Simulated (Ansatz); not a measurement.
**BF2HO: how energies converge with the basis set**

An exercise on one series of results from a longer session: the logs are not shown, and one member is left open.

Program: Ansatz 0.2.0, Gaussian basis. Level of theory: one geometry, several basis sets. These are calculated values, not measurements.

Plan: PBE0-D4/def2-SVP; ωB97M-V/def2-SVP; PBE0-D4/def2-QZVPP; ωB97M-V/def2-QZVPP; the functionals' def2-TZVPP values are taken from earlier runs.

## Structure used throughout

An earlier PBE0-D4 in a triple-zeta def2 set relaxation fixed the geometry.

SMILES `OB(F)F`, 5 atoms, charge 0, spin multiplicity 1.

Atoms are counted from 1 here; the program's logs count them from 0.

Bond lengths: O1–B2 1.345 Å, O1–H5 0.960 Å, B2–F3 1.317 Å, B2–F4 1.327 Å. Angles: B2–O1–H5 113.5°, O1–B2–F3 119.5°, O1–B2–F4 122.2°, F3–B2–F4 118.3°.

Set-up of the first run:

Contents of in.yaml:

```yaml
crystal:
  periodic: [false, false, false]
  atoms:
    - {symbol: O, position_ang: [0.021311, 0.983397, 0.184337]}
    - {symbol: B, position_ang: [0.113362, -0.357739, 0.129320]}
    - {symbol: F, position_ang: [0.692262, -1.008650, 1.117116]}
    - {symbol: F, position_ang: [-0.361644, -1.058864, -0.892926]}
    - {symbol: H, position_ang: [-0.415391, 1.368256, -0.579148]}
basis:
  gaussian: {orbitals: def2-SVP}
hamiltonian: {xc: pbe0, dispersion: d4}
output: {orbitals: {seedname: orbitals}}
```

Command:

```bash
$ ansatz run in.yaml --threads 4 --pin off --events-out ev --progress --plain --max-ram 10444MiB
```

Steps of the session up to this table: PBE0-D4 in def2-SVP; ωB97M-V in def2-SVP; PBE0-D4 in def2-QZVPP; ωB97M-V in def2-QZVPP.

One table of the session follows, with a row left open; its other results are not shown here.

It belongs to the step «Density functionals: the series». 

| functional | basis | HOMO (eV) | LUMO (eV) |
| --- | --- | --- | --- |
| PBE0-D4 | def2-SVP | -10.48 | 1.28 |
| PBE0-D4 | def2-TZVPP | -10.74 | 0.34 |
| PBE0-D4 | def2-QZVPP | -10.78 | 0.28 |
| ωB97M-V | def2-SVP | ? | ? |
| ωB97M-V | def2-TZVPP | -13.22 | 1.63 |
| ωB97M-V | def2-QZVPP | -13.26 | 1.53 |

Q: Estimate the row for ωB97M-V, def2-SVP from the others.

As computed: HOMO (eV): -12.95; LUMO (eV): 2.93. In the column «HOMO (eV)» it lies between ωB97M-V, def2-TZVPP (-13.22) and PBE0-D4, def2-QZVPP (-10.78).
